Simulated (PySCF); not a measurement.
# C7H9N: the cost of one run

Programs: PySCF 2.14.0, with routines of our own; each step states its level. All values are computed. Atoms count from 0.

### Step 1. The system as given

17 atoms, charge 0, multiplicity 1; geometry from: GFN2-xTB.

### Step 2. Magnetic properties: GIAO BHandHLYP/pcSseg-1

The job: settings as JSON, then the geometry in Å.

```
{"job": {"kind": "mag", "xc": "BHandHLYP", "basis": "pcSseg-1", "isotopologues": 2}, "charge": 0, "multiplicity": 1}
C      2.420682     0.498973    -0.019657
C      1.219513    -0.009730     0.152530
C      0.370358    -0.986750    -0.616134
C     -0.700564    -0.893815     0.490392
C     -1.981643    -0.129623     0.110137
N     -1.764621     1.257106     0.457727
C     -0.658590     1.403493     1.038106
C      0.164621     0.158622     1.219016
H      3.023840     0.237684    -0.872993
H      2.852888     1.190313     0.684150
H      0.821679    -1.970473    -0.742132
H      0.042709    -0.624927    -1.591241
H     -0.901765    -1.826203     1.012341
H     -2.861441    -0.482558     0.655406
H     -2.206573    -0.190195    -0.957799
H     -0.326726     2.374394     1.368526
H      0.478635     0.005718     2.251175
```

With the program's defaults for keys left out, this is: GIAO BHandHLYP/pcSseg-1 magnetisability, rotational g tensor and spin-rotation constants, non-relativistic, gas phase.

Started as:

```bash
> OMP_NUM_THREADS=1 python excited_run.py task.json out
```

One launch serves the whole session: the jobs run in the order shown.

**Question.** How long does this first job take on 1 thread of Intel Xeon Platinum 8375C at 2.90GHz, shared host, and how much memory does it need?

About 39 s, with a peak of 0.81 GiB.
